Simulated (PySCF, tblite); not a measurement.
# C₃H₁₀O₃SSi: geometry, infrared bands and NMR shifts

Wanted: the infrared bands and NMR shifts of C₃H₁₀O₃SSi (`CCS(=O)(=O)OC[SiH3]`), by calculation.

Computed with tblite 0.8.0 and PySCF 2.14.0, with density-fitted response routines of our own, on a single molecule in the gas phase. Atoms count from 0, in the outputs and in this text.

## 1. The molecule as given

18 atoms, charge 0, multiplicity 1; geometry from: force field or distance geometry start.

Bonds of the start (Å): C0–C1 1.50, C1–S2 1.79, S2–O3 1.46, S2–O4 1.44, S2–O5 1.62, O5–C6 1.44, C6–Si7 1.87, C0–H8 1.09, C0–H9 1.11, C0–H10 1.09, C1–H11 1.10, C1–H12 1.10, C6–H13 1.10, C6–H14 1.10, Si7–H15 1.49, Si7–H16 1.49, Si7–H17 1.48.

## 2. Relaxing the molecule with GFN2-xTB

The job: settings as JSON, then the geometry in Å.

```
{"job": {"kind": "relax", "xc": "GFN2-xTB", "basis": "xTB"}, "charge": 0, "multiplicity": 1}
C     -3.019800     0.062000    -0.877400
C     -2.017900    -0.103900     0.224900
S     -0.341700     0.173600    -0.346100
O     -0.203300     1.584100    -0.696800
O      0.013600    -0.881600    -1.259400
O      0.404500    -0.096900     1.066400
C      1.753700     0.382000     1.231200
Si     3.155500    -0.488700     0.349400
H     -2.986500     1.074700    -1.288400
H     -4.044100    -0.115200    -0.495000
H     -2.842500    -0.638200    -1.697300
H     -2.208700     0.600600     1.044400
H     -2.056900    -1.125200     0.643100
H      1.963200     0.302300     2.305600
H      1.776500     1.458300     1.005300
H      3.127800    -1.947600     0.659300
H      3.066800    -0.279000    -1.118100
H      4.451000     0.045100     0.810500
```

On the command line:

```sh
> OMP_NUM_THREADS=1 python probes_run.py task.json out
```

This one command runs all jobs of the session in turn.

**Question.** This job is followed by: GFN2-xTB harmonic vibrations, gas phase; GIAO PBE0/pcSseg-1 NMR shielding, non-relativistic, gas phase. What will the session give for the following? strongest single infrared mode (GFN2-xTB); zero-point energy (GFN2-xTB); 13C shifts against TMS (PBE0/pcSseg-1); 1H shifts against TMS (PBE0/pcSseg-1, means over atoms taken as alike); 33S shifts against CS2 (PBE0/pcSseg-1); 17O shifts against H2O (PBE0/pcSseg-1, means over atoms taken as alike); 29Si shifts against TMS (PBE0/pcSseg-1); surface potential, 1st and 99th percentile.

**Answer**, as computed:

```
                                                               quantity                       value
                              strongest single infrared mode (GFN2-xTB)       1256 cm⁻¹, 499 km/mol
                                           zero-point energy (GFN2-xTB)               81.0 kcal/mol
                                 13C shifts against TMS (PBE0/pcSseg-1)         53.8, 52.8, 7.3 ppm
 1H shifts against TMS (PBE0/pcSseg-1, means over atoms taken as alike)  4.24, 4.24, 2.83, 1.50 ppm
                                 33S shifts against CS2 (PBE0/pcSseg-1)                     336 ppm
17O shifts against H2O (PBE0/pcSseg-1, means over atoms taken as alike)            219.2, 169.3 ppm
                                29Si shifts against TMS (PBE0/pcSseg-1)                   -80.7 ppm
                                  surface potential, 1st and 99th percentile          -1.43 V and 1.27 V
```

**Reading.** Relaxing lowered the energy by 0.316 eV in 140 steps; the close pair that moved most is C6–Si7, from 1.871 to 1.921 Å. All 48 modes are real, so the xTB geometry is a minimum. The strongest single mode, at 1256 cm⁻¹, moves mainly S2 and O3. Unscaled tight-binding wavenumbers are off by several per cent, some by more. Its intensities can rank the bands wrongly. H13, H14 (mean) (hydrogen on an sp3 CH2 bonded to O and Si) lies farthest downfield among hydrogen, at 4.24 ppm; its carbon carries O, which withdraws density.
